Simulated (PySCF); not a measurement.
# UPBE0/cc-pVDZ run of C2H2FGe (SMILES C#[C][GeH][F])

What is the energy change on altering one bond length of C2H2FGe at UPBE0/cc-pVDZ? 

Program for the calculation: PySCF 2.14.0.

2 further runs of the same task are left out: 2 set aside as unsound or not needed.

### 1 The system as given

C2H2FGe has 6 atoms, charge 0, and is taken as a doublet. SMILES: `C#[C][GeH][F]`. Geometry: relaxed at PBE0-D4/def2-TZVP.

Bond lengths: C1–C2 1.208 Å, C2–Ge3 1.890 Å, Ge3–F4 1.742 Å, C1–H5 1.066 Å, Ge3–H6 1.546 Å. Angles: C1–C2–Ge3 172.4°, C2–Ge3–F4 106.6°, C2–C1–H5 178.7°, C2–Ge3–H6 112.0°, F4–Ge3–H6 106.4°.

### 2 A single-point energy at UPBE0/cc-pVDZ

The input, job.py:

```python
# C#[C][GeH][F]
from pyscf import gto, dft

system = gto.M(
    atom='''
C     -0.489817     0.140785    -3.342926
C      0.011716     0.065385    -1.117584
Ge     1.249298    -0.039873     2.230633
F     -0.041196    -2.725741     3.627518
H     -0.976799     0.202201    -5.297469
H      0.325978     2.236302     3.812711
''',
    spin=1,
    max_memory=1860,
    unit='bohr',
    verbose=4,
    charge=0,
    basis='cc-pvdz',
)

ks = dft.UKS(system)
ks.xc = 'pbe0'
ks.grids.level = 5
ks.conv_tol = 1e-10
ks.kernel()
if not ks.converged:
    ks = ks.newton().run(ks.mo_coeff, ks.mo_occ)

e_final = ks.e_tot
print('E(%s) = %.9f' % ('PBE0', e_final))
```

Launch:

```console
OMP_NUM_THREADS=1 python job.py
```

The log of the run:

```text
PySCF version 2.14.0

[INPUT] num. atoms = 6
[INPUT] num. electrons = 55
[INPUT] charge = 0
[INPUT] spin (= nelec alpha-beta = 2S) = 1
[INPUT] symmetry False subgroup None
[INPUT] Mole.unit = bohr
[INPUT] Symbol           X                Y                Z      unit          X                Y                Z       unit  Magmom
[INPUT]  1 C     -0.259199993921   0.074500213639  -1.769000256992 AA   -0.489817000000   0.140785000000  -3.342926000000 Bohr   0.0
[INPUT]  2 C      0.006199840203   0.034600251936  -0.591399984089 AA    0.011716000000   0.065385000000  -1.117584000000 Bohr   0.0
[INPUT]  3 Ge     0.661100031248  -0.021099882931   1.180400149526 AA    1.249298000000  -0.039873000000   2.230633000000 Bohr   0.0
[INPUT]  4 F     -0.021799984381  -1.442400020070   1.919599857802 AA   -0.041196000000  -2.725741000000   3.627518000000 Bohr   0.0
[INPUT]  5 H     -0.516899770449   0.107000161225  -2.803299870355 AA   -0.976799000000   0.202201000000  -5.297469000000 Bohr   0.0
[INPUT]  6 H      0.172500128861   1.183400055135   2.017599773024 AA    0.325978000000   2.236302000000   3.812711000000 Bohr   0.0

nuclear repulsion = 231.057586146129
number of shells = 27
number of NR pGTOs = 169
number of NR cGTOs = 79
basis = cc-pvdz
ecp = {}

******** <class 'pyscf.dft.uks.UKS'> ********
method = UKS
initial guess = minao
damping factor = 0
level_shift factor = 0
DIIS = <class 'pyscf.scf.diis.CDIIS'>
diis_start_cycle = 1
diis_space = 8
diis_damp = 0
SCF conv_tol = 1e-10
SCF conv_tol_grad = None
SCF max_cycles = 50
direct_scf = True
direct_scf_tol = 1e-13
number electrons alpha = 28  beta = 27
XC library pyscf.dft.libxc version 7.0.0
    S. Lehtola, C. Steigemann, M. J.T. Oliveira, and M. A.L. Marques.,  SoftwareX 7, 1–5 (2018)
XC functionals = pbe0
radial grids:
    Treutler-Ahlrichs [JCP 102, 346 (1995); DOI:10.1063/1.469408] (M4) radial grids

becke partition: Becke, JCP 88, 2547 (1988); DOI:10.1063/1.454033
pruning grids: <function nwchem_prune>
grids dens level: 5
symmetrized grids: False
atomic radii adjust function: <function treutler_atomic_radii_adjust>
small_rho_cutoff = 0
Set gradient conv threshold to 1e-05
tot grids = 221656
init E= -2253.39651280494
[... the frontier-level lines of each cycle are left out ...]


cycle= 1 E= -2253.59950110375  delta_E= -0.203  |g|= 0.481  |ddm|= 1.73
cycle= 2 E= -2253.38458634867  delta_E= 0.215  |g|= 0.915  |ddm|= 1.06
cycle= 3 E= -2253.69402792162  delta_E= -0.309  |g|= 0.0964  |ddm|= 0.703
cycle= 4 E= -2253.69829190348  delta_E= -0.00426  |g|= 0.0371  |ddm|= 0.122
cycle= 5 E= -2253.69890758418  delta_E= -0.000616  |g|= 0.0191  |ddm|= 0.0443
cycle= 6 E= -2253.6990928516  delta_E= -0.000185  |g|= 0.00428  |ddm|= 0.0166
cycle= 7 E= -2253.69910722093  delta_E= -1.44e-05  |g|= 0.000991  |ddm|= 0.0055
cycle= 8 E= -2253.69910880269  delta_E= -1.58e-06  |g|= 0.000421  |ddm|= 0.00215
cycle= 9 E= -2253.69910931056  delta_E= -5.08e-07  |g|= 0.000218  |ddm|= 0.00122
cycle= 10 E= -2253.69910953097  delta_E= -2.2e-07  |g|= 0.0001  |ddm|= 0.000977
cycle= 11 E= -2253.69910957427  delta_E= -4.33e-08  |g|= 5.78e-05  |ddm|= 0.000473
cycle= 12 E= -2253.69910958077  delta_E= -6.5e-09  |g|= 1.43e-05  |ddm|= 0.000187
cycle= 13 E= -2253.69910958149  delta_E= -7.19e-10  |g|= 7.12e-06  |ddm|= 6.45e-05
cycle= 14 E= -2253.69910958158  delta_E= -9.87e-11  |g|= 2.35e-06  |ddm|= 1.89e-05
Extra cycle  E= -2253.6991095816  delta_E= -1.82e-11  |g|= 2.71e-06  |ddm|= 5.57e-06
converged SCF energy = -2253.6991095816  <S^2> = 0.75373399  2S+1 = 2.0037305
E(PBE0) = -2253.699109582
```

Wall time 34 s (1 thread of Arm Neoverse V2, shared host); peak memory 0.43 GiB.

### 3 The distorted shape

The input, input.py:

```python
from pyscf import gto, dft

mol = gto.M(
    atom=[
    ('C', (-0.112633, -0.286817, -2.020137)),
    ('C', (0.152767, -0.326717, -0.842537)),
    ('Ge', (0.807667, -0.382417, 0.929263)),
    ('F', (0.124767, -1.803717, 1.668463)),
    ('H', (-0.370333, -0.254317, -3.054437)),
    ('H', (0.172500, 1.183400, 2.017600)),
],
    basis='cc-pvdz',
    max_memory=1860,
    verbose=4,
    charge=0,
    spin=1,
)

ks = dft.UKS(mol, xc='pbe0')
ks.grids.level = 5
ks.conv_tol = 1e-10
ks.kernel()
if not ks.converged:
    ks = ks.newton().run(ks.mo_coeff, ks.mo_occ)

e_final = ks.e_tot
print('Final energy', e_final)
```

Launch:

```console
OMP_NUM_THREADS=1 python input.py
```

The log of the run:

```text
PySCF version 2.14.0

[INPUT] num. atoms = 6
[INPUT] num. electrons = 55
[INPUT] charge = 0
[INPUT] spin (= nelec alpha-beta = 2S) = 1
[INPUT] symmetry False subgroup None
[INPUT] Mole.unit = angstrom
[INPUT] Symbol           X                Y                Z      unit          X                Y                Z       unit  Magmom
[INPUT]  1 C     -0.112633000000  -0.286817000000  -2.020137000000 AA   -0.212845522588  -0.542005577869  -3.817505664100 Bohr   0.0
[INPUT]  2 C      0.152767000000  -0.326717000000  -0.842537000000 AA    0.288687790871  -0.617405650240  -1.592164179813 Bohr   0.0
[INPUT]  3 Ge     0.807667000000  -0.382417000000   0.929263000000 AA    1.526269429849  -0.722663395378   1.756052567692 Bohr   0.0
[INPUT]  4 F      0.124767000000  -1.803717000000   1.668463000000 AA    0.235775459384  -3.408531136222   3.152938118970 Bohr   0.0
[INPUT]  5 H     -0.370333000000  -0.254317000000  -3.054437000000 AA   -0.699827944889  -0.480589478821  -5.772049394738 Bohr   0.0
[INPUT]  6 H      0.172500000000   1.183400000000   2.017600000000 AA    0.325977756487   2.236301895810   3.812711428922 Bohr   0.0

nuclear repulsion = 228.106975304718
number of shells = 27
number of NR pGTOs = 169
number of NR cGTOs = 79
basis = cc-pvdz
ecp = {}

******** <class 'pyscf.dft.uks.UKS'> ********
method = UKS
initial guess = minao
damping factor = 0
level_shift factor = 0
DIIS = <class 'pyscf.scf.diis.CDIIS'>
diis_start_cycle = 1
diis_space = 8
diis_damp = 0
SCF conv_tol = 1e-10
SCF conv_tol_grad = None
SCF max_cycles = 50
direct_scf = True
direct_scf_tol = 1e-13
number electrons alpha = 28  beta = 27
XC library pyscf.dft.libxc version 7.0.0
    S. Lehtola, C. Steigemann, M. J.T. Oliveira, and M. A.L. Marques.,  SoftwareX 7, 1–5 (2018)
XC functionals = pbe0
radial grids:
    Treutler-Ahlrichs [JCP 102, 346 (1995); DOI:10.1063/1.469408] (M4) radial grids

becke partition: Becke, JCP 88, 2547 (1988); DOI:10.1063/1.454033
pruning grids: <function nwchem_prune>
grids dens level: 5
symmetrized grids: False
atomic radii adjust function: <function treutler_atomic_radii_adjust>
small_rho_cutoff = 0
Set gradient conv threshold to 1e-05
tot grids = 221656
init E= -2253.29117932103
[... the frontier-level lines of each cycle are left out ...]


cycle= 1 E= -2253.56642586825  delta_E= -0.275  |g|= 0.482  |ddm|= 1.71
cycle= 2 E= -2253.30986319131  delta_E= 0.257  |g|= 0.974  |ddm|= 1.04
cycle= 3 E= -2253.66136314324  delta_E= -0.351  |g|= 0.104  |ddm|= 0.699
cycle= 4 E= -2253.6665593283  delta_E= -0.0052  |g|= 0.0394  |ddm|= 0.132
cycle= 5 E= -2253.66734487936  delta_E= -0.000786  |g|= 0.0172  |ddm|= 0.0485
cycle= 6 E= -2253.66749611521  delta_E= -0.000151  |g|= 0.00607  |ddm|= 0.0168
cycle= 7 E= -2253.6675280533  delta_E= -3.19e-05  |g|= 0.00162  |ddm|= 0.00815
cycle= 8 E= -2253.66753336734  delta_E= -5.31e-06  |g|= 0.000756  |ddm|= 0.00425
cycle= 9 E= -2253.66753524007  delta_E= -1.87e-06  |g|= 0.000409  |ddm|= 0.00296
cycle= 10 E= -2253.66753583299  delta_E= -5.93e-07  |g|= 0.000133  |ddm|= 0.00201
cycle= 11 E= -2253.66753590337  delta_E= -7.04e-08  |g|= 6.81e-05  |ddm|= 0.000707
cycle= 12 E= -2253.66753591354  delta_E= -1.02e-08  |g|= 1.55e-05  |ddm|= 0.000293
cycle= 13 E= -2253.66753591432  delta_E= -7.8e-10  |g|= 9.03e-06  |ddm|= 5.32e-05
cycle= 14 E= -2253.66753591465  delta_E= -3.31e-10  |g|= 4.85e-06  |ddm|= 3.54e-05
cycle= 15 E= -2253.66753591473  delta_E= -7.91e-11  |g|= 5.23e-06  |ddm|= 1.91e-05
Extra cycle  E= -2253.6675359147  delta_E= 3e-11  |g|= 1.08e-05  |ddm|= 1.21e-05
converged SCF energy = -2253.6675359147  <S^2> = 0.76446601  2S+1 = 2.0144141
Final energy -2253.667535914696
```

Run time: 36 s. Hardware: 1 thread of Arm Neoverse V2, shared host; peak memory 0.43 GiB.

### 4 Summary of results

At UPBE0/cc-pVDZ:

| quantity | value |
| --- | --- |
| first shape: total energy | -2253.69911 Eh |
| first shape: dipole moment | 2.23 D |
| first shape: HOMO energy (highest over α and β) | -6.65 eV |
| first shape: LUMO energy (lowest over α and β) | -3.29 eV |
| first shape: ⟨S²⟩ | 0.754 |
| distorted shape: total energy | -2253.66754 Eh |
| distorted shape: dipole moment | 2.34 D |
| distorted shape: HOMO energy (highest over α and β) | -6.86 eV |
| distorted shape: LUMO energy (lowest over α and β) | -3.64 eV |
| distorted shape: ⟨S²⟩ | 0.764 |
| energy change with the Ge3–H6 bond stretched from 1.546 to 2.010 Å | 0.859 eV |

**Reading.** With the Ge3–H6 bond stretched from 1.546 to 2.010 Å the energy rises by 0.86 eV (19.8 kcal/mol). The first shape isn't relaxed at this level, so the change isn't measured from a minimum. Mulliken charges (distorted shape) run from -0.36 on F4 to +0.52 on Ge3; they depend strongly on the basis.
